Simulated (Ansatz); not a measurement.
# C2H6BFN2: up Jacob's ladder to CCSD(T)

How much do the methods differ for C2H6BFN2? The plan is to run it at one geometry with functionals of several rungs and with coupled cluster. The yardstick is the atomisation energy at the CCSD(T) limit.

Program: Ansatz 0.2.0, Gaussian basis. Level of theory: functionals in def2-TZVPP, the program's frozen cores in correlated methods. These are calculated values, not measurements.

Levels to be run: PBE-D4, r2SCAN-D4, PBE0-D4, B3LYP-D4, ωB97X-V, ωB97M-V, B2PLYP; CCSD(T)/def2-TZVPP; MP2/def2-QZVPP; extrapolation to the limit.

### Step 1. Structure used throughout

An earlier PBE0-D4 in a triple-zeta def2 set relaxation fixed the geometry.

12 atoms, charge 0, spin multiplicity 1.

Atoms are counted from 1 here; the program's logs count them from 0.

Bond lengths: B1–N2 1.407 Å, B1–H7 1.193 Å, B1–H8 1.192 Å, N2–C3 1.410 Å, N2–C5 1.430 Å, C3–N4 1.258 Å, C3–H9 1.089 Å, N4–H10 1.019 Å, C5–F6 1.379 Å, C5–H11 1.089 Å, C5–H12 1.094 Å. Angles: N2–B1–H7 118.7°, N2–B1–H8 118.4°, H7–B1–H8 122.9°, B1–N2–C3 120.9°, B1–N2–C5 121.8°, C3–N2–C5 117.3°, N2–C3–N4 128.6°, N2–C3–H9 111.8°, N4–C3–H9 119.6°, C3–N4–H10 113.3°, N2–C5–F6 110.9°, N2–C5–H11 109.0°, N2–C5–H12 110.6°, F6–C5–H11 108.2°, F6–C5–H12 107.2°, H11–C5–H12 110.8°.

### Step 2. PBE-D4 (GGA)

File in.yaml:

```yaml
crystal:
  periodic: [false, false, false]
  atoms:
    - {symbol: B, position_ang: [-1.109132, -1.121886, -0.653680]}
    - {symbol: N, position_ang: [-0.154860, -0.246656, -0.102135]}
    - {symbol: C, position_ang: [0.630122, -0.633619, 1.003919]}
    - {symbol: N, position_ang: [1.433127, 0.061926, 1.677614]}
    - {symbol: C, position_ang: [0.065420, 1.060820, -0.636833]}
    - {symbol: F, position_ang: [-0.450014, 2.028513, 0.199380]}
    - {symbol: H, position_ang: [-1.755788, -0.750480, -1.584259]}
    - {symbol: H, position_ang: [-1.227530, -2.207565, -0.174851]}
    - {symbol: H, position_ang: [0.480558, -1.681884, 1.259717]}
    - {symbol: H, position_ang: [1.465106, 1.037075, 1.384940]}
    - {symbol: H, position_ang: [-0.436587, 1.140113, -1.599846]}
    - {symbol: H, position_ang: [1.136680, 1.258544, -0.739965]}
basis:
  gaussian: {orbitals: def2-TZVPP}
hamiltonian: {xc: pbe, dispersion: d4}
output: {forces: true, orbitals: {seedname: orbitals}}
```

Run with:

```sh
> ansatz run in.yaml --threads 4 --pin off --events-out ev --progress --plain --max-ram 10444MiB
```

Further steps of the session: r2SCAN-D4 (meta-GGA); PBE0-D4 (hybrid); B3LYP-D4 (hybrid); ωB97X-V (range-separated); ωB97M-V (range-separated); B2PLYP (double hybrid); CCSD(T) in def2-TZVPP; MP2 in def2-QZVPP.

Q: Predict the results of all the runs planned. Wanted: atomisation energy, CCSD(T)/CBS; farthest; mean size of error, hybrid; mean size of error, range-separated; gap, smallest and largest; T1 diagnostic; triples share of the correlation energy.

The runs gave:

| quantity | value |
| --- | --- |
| atomisation energy, CCSD(T)/CBS | 4689.2 kJ/mol |
| functionals within 23.4 kJ/mol (0.5 %) | B2PLYP |
| farthest | PBE-D4 (+182.3 kJ/mol) |
| mean size of error, hybrid | 50.5 kJ/mol |
| mean size of error, range-separated | 41.3 kJ/mol |
| gap, smallest and largest | 4.50 eV (PBE-D4), 11.68 eV (ωB97X-V) |
| T1 diagnostic | 0.0135 |
| triples share of the correlation energy | 3.9 % |

PBE-D4 misses by +182.3 kJ/mol. Double hybrids carry the basis error of their MP2 part in triple zeta, and no dispersion term here, so their miss is partly the set-up's. The reference freezes the cores and leaves out relativity and excitations past (T), so misses under about 23.4 kJ/mol can't be ranked. Hartree-Fock recovers 70 % of the binding; the rest is correlation. The gap grows from 4.5 to 11.7 eV across the functionals, mostly with the share of exact exchange.
